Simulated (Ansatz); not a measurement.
# AlAs: a point defect seen from the nuclei (Hf on an Al site), part 3 of 3

Wanted: the field gradients around Hf on an Al site in AlAs, cell charge +1, before and after the neighbours move. The cell is a supercell built from a COD entry. Planned: a single point, then a relaxation, then a check of ecutwfc.

Ansatz 0.2.0; DFT, PBE, plane-wave PAW, default files, scalar-relativistic, as far as a step names no other. The steps go on from the part before.

### Step 4. Trying other settings (basis.ecutwfc = 250 eV)

input.yaml reads:

```yaml
crystal:
  lattice:
    - [0.0, 8.4912, 8.4912]
    - [8.4912, 0.0, 8.4912]
    - [8.4912, 8.4912, 0.0]
  atoms:
    - { symbol: Hf, position: [0.0, 0.0, 0.0] }
    - { symbol: Al, position: [0.0, 0.0, 0.3333333333] }
    - { symbol: Al, position: [0.0, 0.0, 0.6666666667] }
    - { symbol: Al, position: [0.0, 0.3333333333, 0.0] }
    - { symbol: Al, position: [0.0, 0.3333333333, 0.3333333333] }
    - { symbol: Al, position: [0.0, 0.3333333333, 0.6666666667] }
    - { symbol: Al, position: [0.0, 0.6666666667, 0.0] }
    - { symbol: Al, position: [0.0, 0.6666666667, 0.3333333333] }
    - { symbol: Al, position: [0.0, 0.6666666667, 0.6666666667] }
    - { symbol: Al, position: [0.3333333333, 0.0, 0.0] }
    - { symbol: Al, position: [0.3333333333, 0.0, 0.3333333333] }
    - { symbol: Al, position: [0.3333333333, 0.0, 0.6666666667] }
    - { symbol: Al, position: [0.3333333333, 0.3333333333, 0.0] }
    - { symbol: Al, position: [0.3333333333, 0.3333333333, 0.3333333333] }
    - { symbol: Al, position: [0.3333333333, 0.3333333333, 0.6666666667] }
    - { symbol: Al, position: [0.3333333333, 0.6666666667, 0.0] }
    - { symbol: Al, position: [0.3333333333, 0.6666666667, 0.3333333333] }
    - { symbol: Al, position: [0.3333333333, 0.6666666667, 0.6666666667] }
    - { symbol: Al, position: [0.6666666667, 0.0, 0.0] }
    - { symbol: Al, position: [0.6666666667, 0.0, 0.3333333333] }
    - { symbol: Al, position: [0.6666666667, 0.0, 0.6666666667] }
    - { symbol: Al, position: [0.6666666667, 0.3333333333, 0.0] }
    - { symbol: Al, position: [0.6666666667, 0.3333333333, 0.3333333333] }
    - { symbol: Al, position: [0.6666666667, 0.3333333333, 0.6666666667] }
    - { symbol: Al, position: [0.6666666667, 0.6666666667, 0.0] }
    - { symbol: Al, position: [0.6666666667, 0.6666666667, 0.3333333333] }
    - { symbol: Al, position: [0.6666666667, 0.6666666667, 0.6666666667] }
    - { symbol: As, position: [0.0833333333, 0.0833333333, 0.0833333333] }
    - { symbol: As, position: [0.0833333333, 0.0833333333, 0.4166666667] }
    - { symbol: As, position: [0.0833333333, 0.0833333333, 0.75] }
    - { symbol: As, position: [0.0833333333, 0.4166666667, 0.0833333333] }
    - { symbol: As, position: [0.0833333333, 0.4166666667, 0.4166666667] }
    - { symbol: As, position: [0.0833333333, 0.4166666667, 0.75] }
    - { symbol: As, position: [0.0833333333, 0.75, 0.0833333333] }
    - { symbol: As, position: [0.0833333333, 0.75, 0.4166666667] }
    - { symbol: As, position: [0.0833333333, 0.75, 0.75] }
    - { symbol: As, position: [0.4166666667, 0.0833333333, 0.0833333333] }
    - { symbol: As, position: [0.4166666667, 0.0833333333, 0.4166666667] }
    - { symbol: As, position: [0.4166666667, 0.0833333333, 0.75] }
    - { symbol: As, position: [0.4166666667, 0.4166666667, 0.0833333333] }
    - { symbol: As, position: [0.4166666667, 0.4166666667, 0.4166666667] }
    - { symbol: As, position: [0.4166666667, 0.4166666667, 0.75] }
    - { symbol: As, position: [0.4166666667, 0.75, 0.0833333333] }
    - { symbol: As, position: [0.4166666667, 0.75, 0.4166666667] }
    - { symbol: As, position: [0.4166666667, 0.75, 0.75] }
    - { symbol: As, position: [0.75, 0.0833333333, 0.0833333333] }
    - { symbol: As, position: [0.75, 0.0833333333, 0.4166666667] }
    - { symbol: As, position: [0.75, 0.0833333333, 0.75] }
    - { symbol: As, position: [0.75, 0.4166666667, 0.0833333333] }
    - { symbol: As, position: [0.75, 0.4166666667, 0.4166666667] }
    - { symbol: As, position: [0.75, 0.4166666667, 0.75] }
    - { symbol: As, position: [0.75, 0.75, 0.0833333333] }
    - { symbol: As, position: [0.75, 0.75, 0.4166666667] }
    - { symbol: As, position: [0.75, 0.75, 0.75] }
total_charge: 1
kpoints:
  mp_grid: { grid: [2, 2, 2] }
scf:
  occupations: { method: fermi_dirac, width: 0.01 }
hamiltonian:
  xc: pbe
  pseudopotentials: { kind: paw }
output:
  forces: true
  stress: true
  populations: true
  efg:
    quadrupole_moments_barn: { Hf: 3.365, Al: 0.1466, As: 0.311 }
    contact_densities: true
basis:
  ecutwfc: "250 eV"
```

Started as:

```
> ansatz run input.yaml --threads 4 --pin off --max-ram 8192MiB --backend cpu --events-out ev --progress --plain --runs-dir out
```

What it wrote:

```text
Warning: basis.ecutwfc = 250 eV is below the records' recommended 420 eV, and the density's cutoff is lower with it unless basis.ecutrho_ratio is high enough to keep the records' density cutoff: compare with a run at a higher cutoff
Warning: RAYON_NUM_THREADS=4 ignored (pool sized by the plan → 4); use --threads N
Hf: output.efg is read without spin–orbit coupling, which moves field gradients at and beside such atoms by some per cent and up to a factor of two; PAW files take it under magnetization.noncollinear and magnetization.spin_orbit
[... 10 set-up lines as earlier in the session ...]
Crystal: 54 atoms, lattice volume = 1224.439 Å³
Basis set: ecut = 250 eV, 10969 PW (Γ), exchange–correlation on 128×128×128 points (8 copies of the dense FFT grid, shifted against one another)
Bands: 308, of which v1, the nominal top of the filled ones, is band 254 counted from 1 (253 counted from 0)
[... 2 set-up lines as earlier in the session ...]
k-points: 3 of 8
[... 10 set-up lines as earlier in the session ...]
SCF iter   1: F=—  HF=-160824.576057 eV  |F-HF|=—  |Δ(HF+E_count)|=         —  Δρ=4.66e-3  dr2=2.56e-1  ethr=1.77e-3  ⟨swp⟩=6.3  Hψ=3266  notcnv=0  defer=27
preconditioner: auto → Resta (q_TF=auto, 2.356 Å⁻¹)  ε∞=4.4  [insulator: Δε(μ)=1.369 eV  Ē_g=8.781 eV  σ=0.010 eV  W_gap=1.00  n_scr=282 (ndim 8)  ℏωp=16.1 eV  f_vac=0.006  D(μ)=0.00/eV (n_scr^D=0)  ε∞_Penn≈4.4]
SCF iter   2: F=—  HF=-160822.558313 eV  |F-HF|=—  |Δ(HF+E_count)|=    2.02e0  Δρ=5.12e-3  dr2=3.24e-1  ethr=5.03e-5  ⟨swp⟩=2.0  Hψ=1852  notcnv=0  defer=137
SCF iter   3: F=—  HF=-160822.324044 eV  |F-HF|=—  |Δ(HF+E_count)|=   2.34e-1  Δρ=2.27e-3  dr2=5.04e-2  ethr=5.03e-5  ⟨swp⟩=2.0  Hψ=1574  notcnv=0  defer=137
SCF iter   4: F=—  HF=-160822.290722 eV  |F-HF|=—  |Δ(HF+E_count)|=   3.33e-2  Δρ=3.52e-4  dr2=1.30e-3  ethr=9.92e-6  ⟨swp⟩=2.0  Hψ=1574  notcnv=0  defer=137
SCF iter   5: F=—  HF=-160822.290537 eV  |F-HF|=—  |Δ(HF+E_count)|=   1.85e-4  Δρ=6.56e-5  dr2=9.32e-5  ethr=2.55e-7  ⟨swp⟩=2.0  Hψ=1545  notcnv=0  defer=137
SCF iter   6: F=—  HF=-160822.290940 eV  |F-HF|=—  |Δ(HF+E_count)|=   4.03e-4  Δρ=2.46e-5  dr2=1.38e-5  ethr=1.83e-8  ⟨swp⟩=2.0  Hψ=1594  notcnv=0  defer=137
SCF iter   7: F=—  HF=-160822.290945 eV  |F-HF|=—  |Δ(HF+E_count)|=   4.55e-6  Δρ=7.13e-6  dr2=1.28e-6  ethr=2.72e-9  ⟨swp⟩=2.0  Hψ=1549  notcnv=0  defer=137
SCF iter   8: F=-160822.290945 eV  HF=-160822.290945 eV  |F-HF|=9.87e-9  |Δ(HF+E_count)|=   4.14e-7  Δρ=1.99e-6  dr2=8.36e-8  ethr=1.97e-11  ⟨swp⟩=8.3  Hψ=4721  notcnv=0
SCF 1 converged in 8 iterations: F = -160822.290945 eV  dr2 = 8.36e-8
SCF converged after 8 iterations
Free energy (F): -160822.290945 eV
Harris-Foulkes:  -160822.290945 eV  (|F-HF|=9.87e-9)
Internal energy: -160822.290945 eV  (E = F + TS)
E sigma→0 (E₀):  -160822.290945 eV
Fermi energy:    7.248467 eV
--- Per-component energies (eV) ---
[... 15 lines left out ...]
--- Forces (eV/Å), atoms counted from 1 ---
  atom   1  Hf     0.00000000    -0.00000000     0.00000000
  atom   2  Al     0.21355403     0.21355403    -0.25765864
  atom   3  Al    -0.21355403    -0.21355403    -0.25765864
  atom   4  Al     0.21355403    -0.25765864     0.21355403
  atom   5  Al     0.05250392    -0.05250392    -0.05250392
  atom   6  Al     0.25765864    -0.21355403     0.21355403
[... 48 lines left out ...]
  max |Σ_I F_I| component: 5.14e-16 eV/Å
--- Stress (GPa, compression-positive) ---
        4.023791      -0.000000      -0.000000
       -0.000000       4.023791       0.000000
       -0.000000       0.000000       4.023791
  P = ⅓ Tr σ = 4.0238 GPa (40.238 kbar)
--- PAW observables at the nuclei: V_zz in 10²¹ V/m², potentials from the cell's mean, atoms counted from 1 ---
  atom   1  Hf V_zz =    +0.000000   η = 0.0000   by run symmetry: forbidden   C_q = +0.0000 MHz
            electrostatic potential = -14165.729342 V   contact ρ = 7528708.253469 e/Å³
  atom   2  Al V_zz =    +0.764520   η = 0.0834   by run symmetry: allowed   C_q = +2.7101 MHz
            electrostatic potential = -1227.672490 V   contact ρ = 10085.018450 e/Å³
  atom   3  Al V_zz =    +0.764520   η = 0.0834   by run symmetry: allowed   C_q = +2.7101 MHz
            electrostatic potential = -1227.672490 V   contact ρ = 10085.018450 e/Å³
  atom   4  Al V_zz =    +0.764520   η = 0.0834   by run symmetry: allowed   C_q = +2.7101 MHz
            electrostatic potential = -1227.672490 V   contact ρ = 10085.018450 e/Å³
  atom   5  Al V_zz =    -0.096700   η = 0.0000   by run symmetry: allowed   C_q = -0.3428 MHz
            electrostatic potential = -1227.867236 V   contact ρ = 10084.949970 e/Å³
  atom   6  Al V_zz =    +0.764520   η = 0.0834   by run symmetry: allowed   C_q = +2.7101 MHz
            electrostatic potential = -1227.672490 V   contact ρ = 10085.018450 e/Å³
  atom   7  Al V_zz =    +0.764520   η = 0.0834   by run symmetry: allowed   C_q = +2.7101 MHz
            electrostatic potential = -1227.672490 V   contact ρ = 10085.018450 e/Å³
  atom   8  Al V_zz =    +0.764520   η = 0.0834   by run symmetry: allowed   C_q = +2.7101 MHz
            electrostatic potential = -1227.672490 V   contact ρ = 10085.018450 e/Å³
  atom   9  Al V_zz =    -0.104102   η = 0.0000   by run symmetry: allowed   C_q = -0.3690 MHz
            electrostatic potential = -1227.811008 V   contact ρ = 10084.918599 e/Å³
  atom  10  Al V_zz =    +0.764520   η = 0.0834   by run symmetry: allowed   C_q = +2.7101 MHz
            electrostatic potential = -1227.672490 V   contact ρ = 10085.018450 e/Å³
  atom  11  Al V_zz =    -0.096700   η = 0.0000   by run symmetry: allowed   C_q = -0.3428 MHz
            electrostatic potential = -1227.867236 V   contact ρ = 10084.949970 e/Å³
  atom  12  Al V_zz =    +0.764520   η = 0.0834   by run symmetry: allowed   C_q = +2.7101 MHz
            electrostatic potential = -1227.672490 V   contact ρ = 10085.018450 e/Å³
  atom  13  Al V_zz =    -0.096700   η = 0.0000   by run symmetry: allowed   C_q = -0.3428 MHz
            electrostatic potential = -1227.867236 V   contact ρ = 10084.949970 e/Å³
  atom  14  Al V_zz =    -0.096700   η = 0.0000   by run symmetry: allowed   C_q = -0.3428 MHz
            electrostatic potential = -1227.867236 V   contact ρ = 10084.949970 e/Å³
  atom  15  Al V_zz =    -0.069936   η = 0.9095   by run symmetry: allowed   C_q = -0.2479 MHz
            electrostatic potential = -1227.892260 V   contact ρ = 10084.940145 e/Å³
  atom  16  Al V_zz =    +0.764520   η = 0.0834   by run symmetry: allowed   C_q = +2.7101 MHz
            electrostatic potential = -1227.672490 V   contact ρ = 10085.018450 e/Å³
  atom  17  Al V_zz =    -0.069936   η = 0.9095   by run symmetry: allowed   C_q = -0.2479 MHz
            electrostatic potential = -1227.892260 V   contact ρ = 10084.940145 e/Å³
  atom  18  Al V_zz =    -0.069936   η = 0.9095   by run symmetry: allowed   C_q = -0.2479 MHz
            electrostatic potential = -1227.892260 V   contact ρ = 10084.940145 e/Å³
  atom  19  Al V_zz =    +0.764520   η = 0.0834   by run symmetry: allowed   C_q = +2.7101 MHz
            electrostatic potential = -1227.672490 V   contact ρ = 10085.018450 e/Å³
  atom  20  Al V_zz =    +0.764520   η = 0.0834   by run symmetry: allowed   C_q = +2.7101 MHz
            electrostatic potential = -1227.672490 V   contact ρ = 10085.018450 e/Å³
  atom  21  Al V_zz =    -0.104102   η = 0.0000   by run symmetry: allowed   C_q = -0.3690 MHz
            electrostatic potential = -1227.811008 V   contact ρ = 10084.918599 e/Å³
  atom  22  Al V_zz =    +0.764520   η = 0.0834   by run symmetry: allowed   C_q = +2.7101 MHz
            electrostatic potential = -1227.672490 V   contact ρ = 10085.018450 e/Å³
  atom  23  Al V_zz =    -0.069936   η = 0.9095   by run symmetry: allowed   C_q = -0.2479 MHz
            electrostatic potential = -1227.892260 V   contact ρ = 10084.940145 e/Å³
  atom  24  Al V_zz =    -0.069936   η = 0.9095   by run symmetry: allowed   C_q = -0.2479 MHz
            electrostatic potential = -1227.892260 V   contact ρ = 10084.940145 e/Å³
  atom  25  Al V_zz =    -0.104102   η = 0.0000   by run symmetry: allowed   C_q = -0.3690 MHz
            electrostatic potential = -1227.811008 V   contact ρ = 10084.918599 e/Å³
  atom  26  Al V_zz =    -0.069936   η = 0.9095   by run symmetry: allowed   C_q = -0.2479 MHz
            electrostatic potential = -1227.892260 V   contact ρ = 10084.940145 e/Å³
  atom  27  Al V_zz =    -0.104102   η = 0.0000   by run symmetry: allowed   C_q = -0.3690 MHz
            electrostatic potential = -1227.811008 V   contact ρ = 10084.918599 e/Å³
  atom  28  As V_zz =   -10.377827   η = 0.0000   by run symmetry: allowed   C_q = -78.0407 MHz
            electrostatic potential = -4510.883882 V   contact ρ = 235487.946569 e/Å³
  atom  29  As V_zz =    +2.137199   η = 0.3279   by run symmetry: allowed   C_q = +16.0716 MHz
            electrostatic potential = -4511.016474 V   contact ρ = 235487.368969 e/Å³
  atom  30  As V_zz =   -10.377827   η = 0.0000   by run symmetry: allowed   C_q = -78.0407 MHz
            electrostatic potential = -4510.883882 V   contact ρ = 235487.946569 e/Å³
  atom  31  As V_zz =    +2.137199   η = 0.3279   by run symmetry: allowed   C_q = +16.0716 MHz
            electrostatic potential = -4511.016474 V   contact ρ = 235487.368969 e/Å³
  atom  32  As V_zz =    +2.137199   η = 0.3279   by run symmetry: allowed   C_q = +16.0716 MHz
            electrostatic potential = -4511.016474 V   contact ρ = 235487.368969 e/Å³
  atom  33  As V_zz =    -0.971756   η = 0.0977   by run symmetry: allowed   C_q = -7.3076 MHz
            electrostatic potential = -4511.056680 V   contact ρ = 235487.150816 e/Å³
  atom  34  As V_zz =   -10.377827   η = 0.0000   by run symmetry: allowed   C_q = -78.0407 MHz
            electrostatic potential = -4510.883882 V   contact ρ = 235487.946569 e/Å³
  atom  35  As V_zz =    -0.971756   η = 0.0977   by run symmetry: allowed   C_q = -7.3076 MHz
            electrostatic potential = -4511.056680 V   contact ρ = 235487.150816 e/Å³
  atom  36  As V_zz =    -0.971756   η = 0.0977   by run symmetry: allowed   C_q = -7.3076 MHz
            electrostatic potential = -4511.056680 V   contact ρ = 235487.150816 e/Å³
  atom  37  As V_zz =    +2.137199   η = 0.3279   by run symmetry: allowed   C_q = +16.0716 MHz
            electrostatic potential = -4511.016474 V   contact ρ = 235487.368969 e/Å³
  atom  38  As V_zz =    +2.137199   η = 0.3279   by run symmetry: allowed   C_q = +16.0716 MHz
            electrostatic potential = -4511.016474 V   contact ρ = 235487.368969 e/Å³
  atom  39  As V_zz =    -0.971756   η = 0.0977   by run symmetry: allowed   C_q = -7.3076 MHz
            electrostatic potential = -4511.056680 V   contact ρ = 235487.150816 e/Å³
  atom  40  As V_zz =    +2.137199   η = 0.3279   by run symmetry: allowed   C_q = +16.0716 MHz
            electrostatic potential = -4511.016474 V   contact ρ = 235487.368969 e/Å³
  atom  41  As V_zz =    -0.022496   η = 0.0000   by run symmetry: allowed   C_q = -0.1692 MHz
            electrostatic potential = -4511.153231 V   contact ρ = 235487.068370 e/Å³
  atom  42  As V_zz =    -0.022496   η = 0.0000   by run symmetry: allowed   C_q = -0.1692 MHz
            electrostatic potential = -4511.153231 V   contact ρ = 235487.068370 e/Å³
  atom  43  As V_zz =    -0.971756   η = 0.0977   by run symmetry: allowed   C_q = -7.3076 MHz
            electrostatic potential = -4511.056680 V   contact ρ = 235487.150816 e/Å³
  atom  44  As V_zz =    -0.022496   η = 0.0000   by run symmetry: allowed   C_q = -0.1692 MHz
            electrostatic potential = -4511.153231 V   contact ρ = 235487.068370 e/Å³
  atom  45  As V_zz =    -0.971756   η = 0.0977   by run symmetry: allowed   C_q = -7.3076 MHz
            electrostatic potential = -4511.056680 V   contact ρ = 235487.150816 e/Å³
  atom  46  As V_zz =   -10.377827   η = 0.0000   by run symmetry: allowed   C_q = -78.0407 MHz
            electrostatic potential = -4510.883882 V   contact ρ = 235487.946569 e/Å³
  atom  47  As V_zz =    -0.971756   η = 0.0977   by run symmetry: allowed   C_q = -7.3076 MHz
            electrostatic potential = -4511.056680 V   contact ρ = 235487.150816 e/Å³
  atom  48  As V_zz =    -0.971756   η = 0.0977   by run symmetry: allowed   C_q = -7.3076 MHz
            electrostatic potential = -4511.056680 V   contact ρ = 235487.150816 e/Å³
  atom  49  As V_zz =    -0.971756   η = 0.0977   by run symmetry: allowed   C_q = -7.3076 MHz
            electrostatic potential = -4511.056680 V   contact ρ = 235487.150816 e/Å³
  atom  50  As V_zz =    -0.022496   η = 0.0000   by run symmetry: allowed   C_q = -0.1692 MHz
            electrostatic potential = -4511.153231 V   contact ρ = 235487.068370 e/Å³
  atom  51  As V_zz =    -0.971756   η = 0.0977   by run symmetry: allowed   C_q = -7.3076 MHz
            electrostatic potential = -4511.056680 V   contact ρ = 235487.150816 e/Å³
  atom  52  As V_zz =    -0.971756   η = 0.0977   by run symmetry: allowed   C_q = -7.3076 MHz
            electrostatic potential = -4511.056680 V   contact ρ = 235487.150816 e/Å³
  atom  53  As V_zz =    -0.971756   η = 0.0977   by run symmetry: allowed   C_q = -7.3076 MHz
            electrostatic potential = -4511.056680 V   contact ρ = 235487.150816 e/Å³
  atom  54  As V_zz =    +0.000000   η = 0.0000   by run symmetry: forbidden   C_q = +0.0000 MHz
            electrostatic potential = -4511.127614 V   contact ρ = 235487.049656 e/Å³
--- Band table (eV) ---
[... 3 lines left out ...]
--- Löwdin populations: 54 sites ---
  site symbol       q [e]
[... 54 lines left out ...]
  spilling = 0.002786 (of n_electrons = 508.000000)
```

Wall time 19 s (4 threads of Arm Neoverse V2, shared host); peak memory 2.6 GiB.

The run ends with gap on the mesh 1.30 eV, largest force 1.425 eV/Å, pressure 4.0 GPa.

What changed since step 2 (V_zz in 10²¹ V/m²):

```
site          atoms  V_zz, PBE  V_zz, ecutwfc 250 eV  η, PBE  η, ecutwfc 250 eV
  Hf              1       0.00                  0.00       –                  –
As28  28, 30, 34, …     -10.46                -10.38    0.00               0.00
 Al2     2, 3, 4, …       0.76                  0.76    0.08               0.08
As33  33, 35, 36, …      -0.96                 -0.97    0.11               0.10
Al15  15, 17, 18, …     -0.070                -0.070    0.91               0.91
As29  29, 31, 32, …       2.12                  2.14    0.33               0.33
 Al5   5, 11, 13, …     -0.095                -0.097    0.00               0.00
 Al9   9, 21, 25, …      -0.10                 -0.10    0.00               0.00
As41  41, 42, 44, …     -0.026                -0.022    0.00               0.00
As54             54       0.00                  0.00       –                  –
```

The sizes of the gradients above 0.15 moved by 0.8 % in the median, 0.9 % at the site that moves most (small gradients counted from 0.15; As29, 2.118 to 2.137). The free energy moved by +399.6 meV/atom. These settings are under the usual standard, and the error shows.

### Step 5. Spectra that follow from step 3

⁷⁵As (I = 3/2, Q = 311.0 mb) at 28.2 T, Larmor frequency 206.3 MHz. Second-order quadrupolar shifts of the central transition; chemical shifts are not computed, so all sites share one zero.

| site | count | C_Q (MHz) | η | ν_Q (MHz) | δ_QIS (ppm) |
| --- | --- | --- | --- | --- | --- |
| As28 | 4 | -63.1 | 0.00 | 31.6 | -2342.8 |
| As33 | 12 | 4.12 | 0.58 | 2.06 | -11.1 |
| As29 | 6 | -4.61 | 0.82 | 2.30 | -15.3 |
| As54 | 1 | 0 | – | 0 | 0.0 |
| As41 | 4 | 0.248 | 0.00 | 0.124 | 0.0 |

⁷⁵As central transition, static powder:

kHz, intensity and a bar:
```
  -1751.4          0 
  -1629.8          3 #
  -1508.1          3 #
  -1386.5          2 #
  -1264.8          2 #
  -1143.1          1 
  -1021.5          1 
   -899.8          1 
   -778.2          1 
   -656.5          1 
   -534.9          1 
   -413.2          1 
   -291.6          1 
   -169.9          1 
    -48.3        100 ##############################
     73.4         49 ###############
    195.1          1 
    316.7          1 
    438.4          1 
    560.0          1 
    681.7          1 
    803.3          2 #
    925.0          2 #
   1046.6          0
```

### Step 6. Results

This closing draws on all 3 parts.

```
                                                         quantity                                                                                                                                               value
                                                   state (step 3)                                                                                 gap on the mesh 1.39 eV, largest force 0.011 eV/Å, pressure 3.5 GPa
                                 V_zz by site, step 3 (10²¹ V/m²)                                                          Hf 0.00, As28 -8.40, Al2 0.96, As33 0.55, Al15 -0.12, As29 -0.61, Al9 -0.090, Al5 -0.19, …
                                      largest C_Q in size, step 3                                                                                                                              63.1 MHz, ⁷⁵As at As28
                             step 3 (ions relaxed) against step 2  43 % in the median, 71 % at the site that moves most (small gradients counted from 0.15; As29, 2.12 to -0.61), with a change of sign at As33, As29
step 4 (basis.ecutwfc = 250 eV) against step 2, before relaxation                   0.8 % in the median, 0.9 % at the site that moves most (small gradients counted from 0.15; As29, 2.118 to 2.137); coarse settings
```

The largest gradient sits at As28 (3 Al at 2.47 Å, 1 Hf at 2.57 Å). The runs allow no spin. The relaxation kept the symmetry F-43m, so a distorted place of lower energy may have been missed. Relaxing moved atoms by up to 0.11 Å and single gradients by up to 71 % in size (gradients over 0.15 counted), so small moves matter. At 28.2 T the ⁷⁵As line of the largest coupling listed spans about 2500 kHz, too broad for magic-angle spinning to narrow; it calls for wide-line methods. The defect repeats with the cell of 54 atoms, so it feels its images: sites between two images don't show the values beside a lone defect, and zeros or small values of η there can come from the images' arrangement. The relaxation keeps the site symmetry -43m of the start, so the impurity can't leave its site; a start off the site could end lower. A uniform background compensates the cell's charge. The gap, too, lacks spin–orbit coupling.

These are semilocal Kohn-Sham gaps, which aren't the measured quantity. Such gaps usually fall short of the measured ones. In a charged cell the pressure and stress hold a term of the neutralising background, so they aren't those of the solid.
